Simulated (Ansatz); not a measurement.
**H7NSSi3: up Jacob's ladder to CCSD(T)**

How much do the methods differ for H7NSSi3? The plan is to run it at one geometry with functionals of several rungs and with coupled cluster. The yardstick is the atomisation energy at the CCSD(T) limit.

Method: functionals in def2-TZVPP, the program's frozen cores in correlated methods; program: Ansatz 0.2.0, Gaussian basis.

The runs, in order: LDA (SPW92), PBE-D4, revPBE-D4, BLYP-D4, r2SCAN-D4, B97M-V, PBE0-D4, B3LYP-D4, r2SCANh-D4, r2SCAN0-D4, HSE06-D4, BHLYP-D4, CAM-B3LYP-D4, LC-ωPBE, ωB97X-V, ωB97M-V, B2PLYP, PBE-QIDH; CCSD(T)/def2-SVP; CCSD(T)/def2-TZVPP; MP2/def2-QZVPP; extrapolation to the limit; RPA on PBE.

**1. The geometry**

An earlier PBE0-D4 in a triple-zeta def2 set relaxation fixed the geometry.

SMILES `[SiH3]N([SiH3])[Si]S`, 12 atoms, charge 0, spin multiplicity 1.

Atoms are counted from 1 here; the program's logs count them from 0.

Bond lengths: Si1–N2 1.748 Å, Si1–H6 1.487 Å, Si1–H7 1.485 Å, Si1–H8 1.485 Å, N2–Si3 1.755 Å, N2–Si4 1.740 Å, Si3–H9 1.484 Å, Si3–H10 1.486 Å, Si3–H11 1.486 Å, Si4–S5 2.164 Å, S5–H12 1.346 Å. Angles: N2–Si1–H6 107.4°, N2–Si1–H7 111.1°, N2–Si1–H8 111.1°, H6–Si1–H7 109.1°, H6–Si1–H8 109.1°, H7–Si1–H8 108.8°, Si1–N2–Si3 115.9°, Si1–N2–Si4 128.2°, Si3–N2–Si4 115.8°, N2–Si3–H9 107.5°, N2–Si3–H10 110.3°, N2–Si3–H11 110.3°, H9–Si3–H10 110.0°, H9–Si3–H11 110.0°, H10–Si3–H11 108.6°, N2–Si4–S5 105.4°, Si4–S5–H12 104.3°.

**2. LDA**

This LDA is Slater exchange with PW92 correlation.

in.yaml

```yaml
crystal:
  periodic: [false, false, false]
  atoms:
    - {symbol: Si, position_ang: [-1.086855, -0.678624, 0.219923]}
    - {symbol: N, position_ang: [0.385356, 0.194769, -0.132427]}
    - {symbol: Si, position_ang: [0.937625, 1.301949, 1.111661]}
    - {symbol: Si, position_ang: [1.374219, 0.106652, -1.561444]}
    - {symbol: S, position_ang: [0.397258, -1.333803, -2.847820]}
    - {symbol: H, position_ang: [-1.546648, -0.251078, 1.567565]}
    - {symbol: H, position_ang: [-0.850825, -2.144805, 0.228786]}
    - {symbol: H, position_ang: [-2.144424, -0.369674, -0.775848]}
    - {symbol: H, position_ang: [2.187259, 1.936241, 0.622942]}
    - {symbol: H, position_ang: [1.199981, 0.567927, 2.376282]}
    - {symbol: H, position_ang: [-0.092257, 2.340282, 1.372597]}
    - {symbol: H, position_ang: [-0.683788, -1.725235, -2.148114]}
basis:
  gaussian: {orbitals: def2-TZVPP}
hamiltonian: {xc: lda}
output: {orbitals: {seedname: orbitals}}
```

The runs that follow: PBE-D4 (GGA); revPBE-D4 (GGA); BLYP-D4 (GGA); r2SCAN-D4 (meta-GGA); B97M-V (meta-GGA); PBE0-D4 (hybrid); B3LYP-D4 (hybrid); r2SCANh-D4 (hybrid); r2SCAN0-D4 (hybrid); HSE06-D4 (hybrid); BHLYP-D4 (hybrid); CAM-B3LYP-D4 (range-separated); LC-ωPBE-D4 (range-separated); ωB97X-V (range-separated); ωB97M-V (range-separated); B2PLYP (double hybrid); PBE-QIDH (double hybrid); CCSD(T) in def2-SVP; CCSD(T) in def2-TZVPP; MP2 in def2-QZVPP; RPA on PBE orbitals.

**Question.** What will the summary of the whole plan be? Wanted: atomisation energy, CCSD(T)/CBS; farthest beyond LDA; mean size of error, GGA; mean size of error, meta-GGA; mean size of error, hybrid; mean size of error, range-separated; mean size of error, double hybrid; gap, smallest and largest; T1 diagnostic.

The runs gave:

| quantity | value |
| --- | --- |
| atomisation energy, CCSD(T)/CBS | 3786.2 kJ/mol |
| functionals within 18.9 kJ/mol (0.5 %) | PBE-D4, B97M-V, B3LYP-D4, CAM-B3LYP-D4 |
| farthest beyond LDA | LC-ωPBE (-89.1 kJ/mol) |
| mean size of error, GGA | 37.4 kJ/mol |
| mean size of error, meta-GGA | 19.6 kJ/mol |
| mean size of error, hybrid | 47.8 kJ/mol |
| mean size of error, range-separated | 34.4 kJ/mol |
| mean size of error, double hybrid | 71.2 kJ/mol |
| gap, smallest and largest | 3.23 eV (LDA (SPW92)), 9.70 eV (LC-ωPBE) |
| T1 diagnostic | 0.0143 |
| triples share of the correlation energy | 4.2 % |

**Reading.** The LDA atomisation energy is off by 445.2 kJ/mol (12 %): it overbinds. PBE-D4 is off by -13.5 kJ/mol. Double hybrids carry the basis error of their MP2 part in triple zeta, and no dispersion term here, so their miss is partly the set-up's. Taken by rung, meta-GGA functionals do best (19.6 kJ/mol on average) and double hybrid ones worst beyond LDA (71.2 kJ/mol). Misses under about 18.9 kJ/mol are within the doubt on the reference itself, which lacks core-valence correlation, relativity and higher excitations. Hartree-Fock recovers 72 % of the binding; the rest is correlation. CCSD(T) in def2-SVP is off by -327.4 kJ/mol, more than most functionals: a good method in a small basis is no reference. The gap grows from 3.2 to 9.7 eV across the functionals, mostly with the share of exact exchange.
